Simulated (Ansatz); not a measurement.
# C2H7AlSSi: up Jacob's ladder to CCSD(T)

Aim: compute C2H7AlSSi with functionals from several rungs and with coupled cluster, and see how far each lands from CCSD(T) at the basis-set limit for the atomisation energy.

The runs use Ansatz 0.2.0, Gaussian basis; functionals in def2-TZVPP, the program's frozen cores in correlated methods.

The runs, in order: PBE-D4, r2SCAN-D4, PBE0-D4, B3LYP-D4, ωB97X-V, ωB97M-V, B2PLYP; CCSD(T)/def2-TZVPP; MP2/def2-QZVPP; extrapolation to the limit.

**1. The geometry**

All runs share one geometry, relaxed beforehand with PBE0-D4/def2-TZVP.

12 atoms, charge 0, spin multiplicity 1.

Atoms are counted from 1 here; the program's logs count them from 0.

Bond lengths: C1–C2 1.329 Å, C1–H6 1.086 Å, C1–H7 1.087 Å, C2–Si3 1.860 Å, C2–H8 1.090 Å, Si3–S4 2.139 Å, Si3–H9 1.486 Å, Si3–H10 1.487 Å, S4–Al5 2.182 Å, Al5–H11 1.579 Å, Al5–H12 1.580 Å. Angles: C2–C1–H6 122.1°, C2–C1–H7 121.5°, H6–C1–H7 116.4°, C1–C2–Si3 124.7°, C1–C2–H8 118.2°, Si3–C2–H8 117.1°, C2–Si3–S4 111.5°, C2–Si3–H9 110.3°, C2–Si3–H10 109.3°, S4–Si3–H9 106.7°, S4–Si3–H10 110.8°, H9–Si3–H10 108.2°, Si3–S4–Al5 98.0°, S4–Al5–H11 116.5°, S4–Al5–H12 119.3°, H11–Al5–H12 124.2°.

**2. PBE-D4 (GGA)**

File in.yaml:

```yaml
crystal:
  periodic: [false, false, false]
  atoms:
    - {symbol: C, position_ang: [-1.438997, 0.806018, 0.977263]}
    - {symbol: C, position_ang: [-0.387546, 0.160774, 1.472368]}
    - {symbol: Si, position_ang: [1.270273, 0.039012, 0.638217]}
    - {symbol: S, position_ang: [1.224371, 0.892979, -1.322002]}
    - {symbol: Al, position_ang: [0.140229, -0.712193, -2.326270]}
    - {symbol: H, position_ang: [-2.387575, 0.854119, 1.504084]}
    - {symbol: H, position_ang: [-1.388673, 1.325112, 0.023787]}
    - {symbol: H, position_ang: [-0.493604, -0.331406, 2.439310]}
    - {symbol: H, position_ang: [2.292267, 0.794293, 1.408855]}
    - {symbol: H, position_ang: [1.690831, -1.385889, 0.583781]}
    - {symbol: H, position_ang: [-0.239286, -0.467799, -3.839749]}
    - {symbol: H, position_ang: [-0.205389, -2.030318, -1.525745]}
basis:
  gaussian: {orbitals: def2-TZVPP}
hamiltonian: {xc: pbe, dispersion: d4}
output: {forces: true, orbitals: {seedname: orbitals}}
```

On the command line:

```bash
$ ansatz run in.yaml --threads 4 --pin off --events-out ev --progress --plain --max-ram 10444MiB
```

After this run come: r2SCAN-D4 (meta-GGA); PBE0-D4 (hybrid); B3LYP-D4 (hybrid); ωB97X-V (range-separated); ωB97M-V (range-separated); B2PLYP (double hybrid); CCSD(T) in def2-TZVPP; MP2 in def2-QZVPP.

Before running them: what should the planned runs give, taken together? Wanted: atomisation energy, CCSD(T)/CBS; farthest; mean size of error, hybrid; mean size of error, range-separated; gap, smallest and largest; T1 diagnostic; triples share of the correlation energy.

**Answer**, as computed:

| quantity | value |
| --- | --- |
| atomisation energy, CCSD(T)/CBS | 42.915 eV |
| functionals within 0.215 eV (0.5 %) | r2SCAN-D4, PBE0-D4, B3LYP-D4, ωB97X-V, ωB97M-V |
| farthest | B2PLYP (-0.669 eV) |
| mean size of error, hybrid | 0.140 eV |
| mean size of error, range-separated | 0.135 eV |
| gap, smallest and largest | 4.38 eV (PBE-D4), 10.45 eV (ωB97X-V) |
| T1 diagnostic | 0.0118 |
| triples share of the correlation energy | 4.3 % |

**Reading.** PBE-D4 misses by +0.223 eV, or 0.020 eV for each of 11 bonds. Double hybrids carry the basis error of their MP2 part in triple zeta, and no dispersion term here, so their miss is partly the set-up's. The reference freezes the cores and leaves out relativity and excitations past (T), so misses under about 0.215 eV can't be ranked. Hartree-Fock recovers 75 % of the binding; the rest is correlation. The gap grows from 4.4 to 10.4 eV across the functionals, mostly with the share of exact exchange.
